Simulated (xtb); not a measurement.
# C2H8AlOS− (SMILES COC[S][AlH3-]) at GFN2-xTB

We compute a structure relaxation of C2H8AlOS−. 

Program for the calculation: xtb 6.7.1.

6 further runs of the same task are left out: 6 set aside as unsound or not needed.

## 1. The system as given

C2H8AlOS−: 13 atoms, total charge -1, spin state singlet. As SMILES, `COC[S][AlH3-]`. All atoms were displaced at random from a relaxed shape. The run starts from this shape.

Bond lengths: C1–O2 1.403 Å, O2–C3 1.393 Å, C3–S4 1.863 Å, S4–Al5 2.112 Å, C1–H6 1.119 Å, C1–H7 0.982 Å, C1–H8 1.174 Å, C3–H9 1.144 Å, C3–H10 1.061 Å, Al5–H12 1.534 Å, Al5–H13 1.648 Å. Some angles: C1–O2–C3 114.4°, O2–C3–S4 119.6°, C3–S4–Al5 92.7°, O2–C1–H6 113.1°, O2–C1–H7 109.1°, O2–C1–H8 109.2°, O2–C3–H9 109.8°, O2–C3–H10 100.7°, S4–C3–H9 100.4°, S4–C3–H10 110.4°.

## 2. A geometry optimisation at GFN2-xTB

Input file coord:

```
$coord
     -3.451433588539      0.627370176115      1.398624099358  c
     -1.891067830174      2.756600189775      1.154244716921  o
      0.492254758204      2.247337896450      0.158585816379  c
      2.661792630103      0.061737352492      1.866539185077  s
      3.039057553623     -2.340123449169     -1.297504854429  al
     -3.708568622317     -0.425604117788     -0.416684610480  h
     -5.081133398416      1.146572428855      2.120461684443  h
     -2.460385619740     -0.854874304258      2.717445064473  h
      0.291093412237      1.203358698900     -1.723751479100  h
      1.270632948937      4.093808190083      0.092955628070  h
     -0.158869275297     -3.468592301751     -2.008230849901  h
      4.001079329148     -0.700219118219     -3.485202994386  h
      4.937646493773     -4.625369251679     -0.366191128430  h
$end
```

The run is started by

```
$ xtb coord --opt extreme -c -1 > coord.out
```

Q: Predict the results. Wanted: total energy at the end; HOMO energy; LUMO energy; HOMO–LUMO gap; dispersion energy; mean polarisability.

Computed results:

At GFN2-xTB:

| quantity | value |
| --- | --- |
| total energy at the end | -17.02530 Eh |
| HOMO energy | -5.45 eV |
| LUMO energy | -0.71 eV |
| HOMO–LUMO gap | 4.74 eV |
| dispersion energy | -31.66 kJ/mol |
| mean polarisability (D4 model) | 94.2 bohr³ |

**Reading.** At the final geometry: Bond lengths: C1–O2 1.405 Å, O2–C3 1.397 Å, C3–S4 1.814 Å, S4–Al5 2.288 Å, C1–H6 1.098 Å, C1–H7 1.090 Å, C1–H8 1.096 Å, C3–H9 1.107 Å, C3–H10 1.092 Å, Al5–H11 1.606 Å, Al5–H12 1.608 Å, Al5–H13 1.581 Å. Some angles: C1–O2–C3 113.1°, O2–C3–S4 115.3°, C3–S4–Al5 89.0°, O2–C1–H6 110.8°, O2–C1–H7 106.8°, O2–C1–H8 110.6°, O2–C3–H9 110.5°, O2–C3–H10 105.5°, S4–C3–H9 107.7°, S4–C3–H10 108.1°. The optimisation took 18 steps and changed the energy by -0.792 eV.
